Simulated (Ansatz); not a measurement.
# ClF2GeH3O: the cost of one run

Method: RKS PBE-D4/def2-SVP, in Ansatz 0.2.0.

## (1) Starting point

Bond lengths: Ge1–O2 2.120 Å, O2–H3 1.010 Å, Ge1–F4 1.680 Å, Ge1–Cl5 2.218 Å, Ge1–H6 1.549 Å, Ge1–F7 1.980 Å. Angles: Ge1–O2–H3 109.5°, O2–Ge1–F4 109.4°, O2–Ge1–Cl5 109.5°, O2–Ge1–H6 109.5°, O2–Ge1–F7 71.6°, F4–Ge1–Cl5 109.5°, F4–Ge1–H6 109.5°, F4–Ge1–F7 75.6°, Cl5–Ge1–H6 109.5°, Cl5–Ge1–F7 64.5°, H6–Ge1–F7 173.5°.

As a file:

```xyz
8

Ge    0.0000    0.0000    0.0000
O     0.0000    0.0000    2.1200
H    -0.9095   -0.2814    2.4571
F     1.5842    0.0000   -0.5594
Cl   -1.0456    1.8115   -0.7393
H    -0.7300   -1.2648   -0.5162
F     0.7423    1.7262    0.6243
H     0.4937    1.1482    1.6998
```

## (2) A restrained relaxation towards end A

Springs on the bonds that form and break draw the guess towards this end; the thresholds are loose.

input.yaml

```yaml
crystal:
  periodic: [false, false, false]
  atoms:
    - { symbol: Ge, position_ang: [0.0, 0.0, 0.0] }
    - { symbol: O, position_ang: [0.0, 0.0, 2.12] }
    - { symbol: H, position_ang: [-0.9095, -0.2814, 2.4571] }
    - { symbol: F, position_ang: [1.5842, 0.0, -0.5594] }
    - { symbol: Cl, position_ang: [-1.0456, 1.8115, -0.7393] }
    - { symbol: H, position_ang: [-0.73, -1.2648, -0.5162] }
    - { symbol: F, position_ang: [0.7423, 1.7262, 0.6243] }
    - { symbol: H, position_ang: [0.4937, 1.1482, 1.6998] }
basis:
  gaussian: { orbitals: def2-SVP }
hamiltonian:
  xc: pbe
  dispersion: d4
relax:
  f_tol: 0.15
  max_steps: 25
  restrain:
    - { distance: [0, 6], at: 2.88, k: 30.0 }
    - { distance: [7, 1], at: 2.21, k: 30.0 }
    - { distance: [0, 1], at: 1.77, k: 30.0 }
    - { distance: [7, 6], at: 0.92, k: 30.0 }
```

Launch:

```
> ansatz run input.yaml --threads 2 --pin off --max-ram 3072MiB --backend cpu --events-out ev --progress --plain --runs-dir out
```

What time and memory should one allow on 2 threads of Arm Neoverse V2, shared host?

About 41 s, with a peak of 0.15 GiB.
